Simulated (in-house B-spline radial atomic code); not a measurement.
**Ga³⁺: ionisation energy by several methods**

The task here is to estimate one member of a computed series from the others.

Program: in-house B-spline radial atomic code version 1. Level of theory: non-relativistic, several functionals, spin-polarised; spherical all-electron atom at the radial basis limit. These are calculated values, not measurements, unless marked.

**The system**

```
element       : gallium (Z = 31)
charge        : +3
electrons     : 28
configuration : [Ar] 3d10
nucleus       : point
```

Outer shells as boxes (Hund's rule):

[Ar] 3d10
```
[Ar] core
3d [↑↓][↑↓][↑↓][↑↓][↑↓]
```

Where spins are not typed, each open shell is filled with up spins first.

The first run:

Settings, as recorded:

```ini
Z = 31
electrons = 28.0
configuration = [Ar] 3d10
hamiltonian = nr
method = pw91,pw91
spin_polarised = True
```

Steps of the session up to this table: PW91, a GGA; PBE, a GGA; RPBE, a GGA; r2SCAN, a meta-GGA; TPSS, a meta-GGA; PBEsol, a GGA; LDA (VWN5); Hartree-Fock; M06-L, a meta-GGA.

One of the session's tables, all rows but one given; the rest of the session is left out.

```
      method  ΔSCF (eV)
  LDA (VWN5)     64.358
        PW91     64.120
         PBE     63.984
        RPBE          ?
      PBEsol     63.954
      r2SCAN     64.328
        TPSS     63.856
       M06-L     64.049
Hartree-Fock     61.401
```

Estimate the missing values for RPBE.

As computed: ΔSCF (eV): 63.872. In the column «ΔSCF (eV)» it lies between TPSS (63.856) and PBEsol (63.954).

Members of this set that are not shown: 12 used exact exchange with fractional occupations of an open shell, which is unsound here.

To keep in mind: Meta-GGA runs start from a PBE run whose iterations are not counted. These runs leave out relativity, which matters at this nuclear charge.
